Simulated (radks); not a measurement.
# Rh in [Kr] 4d7.75 5s1.25: an all-electron calculation

An exercise on one series of results from a longer session: the logs are not shown, and one member is left open.

Method: scalar-relativistic Kohn-Sham, RPBE, spin-unpolarised, spherical densities, finite nucleus. Code: radks (a radial shooting solver on a logarithmic mesh, Libxc functionals) version 1.

### What is computed

| Item | Value |
| --- | --- |
| element | rhodium (Z = 45) |
| charge | 0 |
| electrons | 45 |
| configuration | [Kr] 4d7.75 5s1.25 |
| nuclear rms radius | 4.4945 fm |

The first run:

The run's settings:

```text
Z 45
configuration [Kr] 4d7.75 5s1.25
relativity scalar-relativistic
functional rpbe,pbe
spin unpolarised
nucleus finite rms 4.4945 fm
c 137.035999084
```

Started as:

```
$ python run_ks.py task.json out
```

The same process makes all the runs of this session.

One table of the session follows, with a row left open; its other results are not shown here.

It belongs to the step «Orbitals and density». Sizes of the orbitals, from the radial functions (bohr):

| level | <r> | outermost maximum (interpolated) | 90 % within | nodes |
| --- | --- | --- | --- | --- |
| 1s | 0.03263 | 0.0212 | 0.0585 | 0 |
| 2s | 0.1419 | 0.120 | 0.219 | 1 |
| 2p | ? | ? | ? | ? |
| 3s | 0.3905 | 0.351 | 0.576 | 2 |
| 3p | 0.3904 | 0.345 | 0.588 | 1 |
| 3d | 0.3703 | 0.292 | 0.588 | 0 |
| 4s | 0.9801 | 0.882 | 1.42 | 3 |
| 4p | 1.081 | 0.945 | 1.60 | 2 |
| 4d | 1.567 | 1.14 | 2.56 | 1 |
| 5s | 3.287 | 2.63 | 5.04 | 4 |

Estimate the missing values for 2p.

The run gave: <r>: 0.1237; outermost maximum (interpolated): 0.0958; 90 % within: 0.201; nodes: 0. In the column «<r>» it lies between 1s (0.03263) and 2s (0.1419).
